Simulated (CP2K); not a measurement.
Ta4NiO11:

```
Ta Ni O
1.0
    14.95803    0.00000    0.00000
   -14.44703    3.87636    0.00000
     0.00000    0.00000    3.88590
Ta Ni O
4 1 11
Cartesian
  -8.4375 3.0842 0.0000
  12.7382 0.2926 0.0000
  -12.2272 3.5837 0.0000
  8.9485 0.7922 0.0000
  0.2555 1.9382 0.0000
  -10.3341 3.3342 0.0000
  6.7561 1.0812 0.0000
  -1.6132 2.1845 0.0000
  2.1242 1.6918 0.0000
  0.0000 0.0000 0.0000
  10.8451 0.5422 0.0000
  -6.2451 2.7951 0.0000
  12.8379 0.2795 1.9429
  -12.3269 3.5969 1.9429
  8.9112 0.7971 1.9429
  -8.4002 3.0792 1.9429
```

The cell was built by a generator and needn't be a form met in nature.

Base run:

```yaml
Program: CP2K 2026.2
Functional: RPBE
Potentials_or_basis: GTH_POTENTIALS Ta GTH-PBE-q13, Ni GTH-PBE-q18, O GTH-PBE-q6; DZVP-MOLOPT-SR-GTH basis
Density_cutoff: 12245 eV
k_mesh: 5 × 5 × 5
Occupations: fermi-dirac, width 0.05 eV
Spin: collinear spin, ferromagnetic start
Starting_moments: "[0.0, 0.0, 0.0, 0.0, 1.0, 0.0, 0.0, 0.0, 0.0, 0.0, 0.0, 0.0, 0.0, 0.0, 0.0, 0.0] μB"
```

Its results: band gap on the k mesh none (metal or under the smearing width); pressure -0.7 GPa; net moment 0.80 μB per cell; site moments Ta +0.00, -0.00; Ni +0.69; O -0.00, +0.01, +0.09, +0.00 μB; largest force 0.424 eV/Å.

Problem. The run is repeated on the same cell with these changes: functional from RPBE to PBE; density cutoff from 12245 eV to 8163 eV; cutoff of the grids from 900 Ry to 600 Ry. What comes out?

Solution. Band gap on the k mesh none (metal or under the smearing width); pressure -3.3 GPa; net moment 0.80 μB per cell; site moments Ta +0.00, -0.00; Ni +0.68; O -0.00, +0.01, +0.09, +0.00 μB; largest force 0.339 eV/Å.

Caveats: the basis of atomic orbitals isn't converged, which shifts pressures, moduli and gaps; a cell with one magnetic atom can't hold antiferromagnetic order, which such compounds often take; semilocal functionals often make such compounds metallic where correlation or magnetic order opens a gap, which also shifts bond lengths; the potentials were made for another functional, which shifts forces and pressure (some runs).

Not every run made on this cell is shown here.
